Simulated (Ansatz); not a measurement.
# C₂H₃AlCl₂O: how energies converge with the basis set

An exercise on one series of results from a longer session: the logs are not shown, and one member is left open.

The runs use Ansatz 0.2.0, Gaussian basis; one geometry, several basis sets.

Plan: PBE0-D4/def2-SVP; ωB97M-V/def2-SVP; PBE0-D4/def2-QZVPP; ωB97M-V/def2-QZVPP; the functionals' def2-TZVPP values are taken from earlier runs.

**The relaxed structure**

All runs share one geometry, relaxed beforehand with PBE0-D4 in a triple-zeta def2 set.

SMILES `ClC1[CH2][Al]([Cl])[O]1`, 9 atoms, charge 0, spin multiplicity 1.

Atoms are counted from 1 here; the program's logs count them from 0.

Bond lengths: Cl1–C2 1.807 Å, C2–C3 1.543 Å, C2–O6 1.404 Å, C2–H7 1.091 Å, C3–Al4 1.935 Å, C3–H8 1.086 Å, C3–H9 1.092 Å, Al4–Cl5 2.071 Å, Al4–O6 1.726 Å. Angles: Cl1–C2–C3 110.5°, Cl1–C2–O6 110.0°, Cl1–C2–H7 104.9°, C3–C2–O6 106.9°, C3–C2–H7 114.4°, O6–C2–H7 110.2°, C2–C3–Al4 80.2°, C2–C3–H8 114.6°, C2–C3–H9 111.8°, Al4–C3–H8 122.2°, Al4–C3–H9 115.4°, H8–C3–H9 109.5°, C3–Al4–Cl5 148.5°, C3–Al4–O6 80.4°, Cl5–Al4–O6 130.9°, C2–O6–Al4 91.9°.

Geometry (Å):

```mol
C2H3AlCl2O
  3D, bonds by distance, orders not assigned

  9  9  0  0  0  0  0  0  0  0999 V2000
    0.2904   -0.5393    2.3188 Cl  0  0
   -0.5346   -0.3399    0.7234 C   0  0
    0.4218   -0.7100   -0.4297 C   0  0
    0.2265    1.1861   -0.7605 Al  0  0
    0.7027    2.8342   -1.9203 Cl  0  0
   -0.8989    1.0026    0.5354 O   0  0
   -1.4248   -0.9665    0.7885 H   0  0
    1.3634   -1.1487   -0.1129 H   0  0
   -0.0580   -1.3648   -1.1597 H   0  0
  1  2  8  0
  2  3  8  0
  3  4  8  0
  4  5  8  0
  4  6  8  0
  2  7  8  0
  3  8  8  0
  3  9  8  0
  2  6  8  0
M  END
```

The first run:

in.yaml

```yaml
crystal:
  periodic: [false, false, false]
  atoms:
    - {symbol: Cl, position_ang: [0.290381, -0.539324, 2.318773]}
    - {symbol: C, position_ang: [-0.534586, -0.339933, 0.723355]}
    - {symbol: C, position_ang: [0.421763, -0.709952, -0.429703]}
    - {symbol: Al, position_ang: [0.226535, 1.186142, -0.760533]}
    - {symbol: Cl, position_ang: [0.702672, 2.834183, -1.920346]}
    - {symbol: O, position_ang: [-0.898874, 1.002631, 0.535376]}
    - {symbol: H, position_ang: [-1.424810, -0.966523, 0.788498]}
    - {symbol: H, position_ang: [1.363372, -1.148705, -0.112872]}
    - {symbol: H, position_ang: [-0.057953, -1.364817, -1.159748]}
basis:
  gaussian: {orbitals: def2-SVP}
hamiltonian: {xc: pbe0, dispersion: d4}
output: {orbitals: {seedname: orbitals}}
```

The run is started by

```sh
> ansatz run in.yaml --threads 4 --pin off --events-out ev --progress --plain --max-ram 10444MiB
```

Steps of the session up to this table: PBE0-D4 in def2-SVP; ωB97M-V in def2-SVP; PBE0-D4 in def2-QZVPP; ωB97M-V in def2-QZVPP.

One table of the session follows, with a row left open; its other results are not shown here.

It belongs to the step «Density functionals: the series». 

| functional | basis | HOMO (eV) |
| --- | --- | --- |
| PBE0-D4 | def2-SVP | ? |
| PBE0-D4 | def2-TZVPP | -8.07 |
| PBE0-D4 | def2-QZVPP | -8.11 |
| ωB97M-V | def2-SVP | -10.16 |
| ωB97M-V | def2-TZVPP | -10.31 |
| ωB97M-V | def2-QZVPP | -10.36 |

**Question.** Estimate the row for PBE0-D4, def2-SVP.

**Answer.** HOMO (eV): -7.95. In the column «HOMO (eV)» it is the highest.
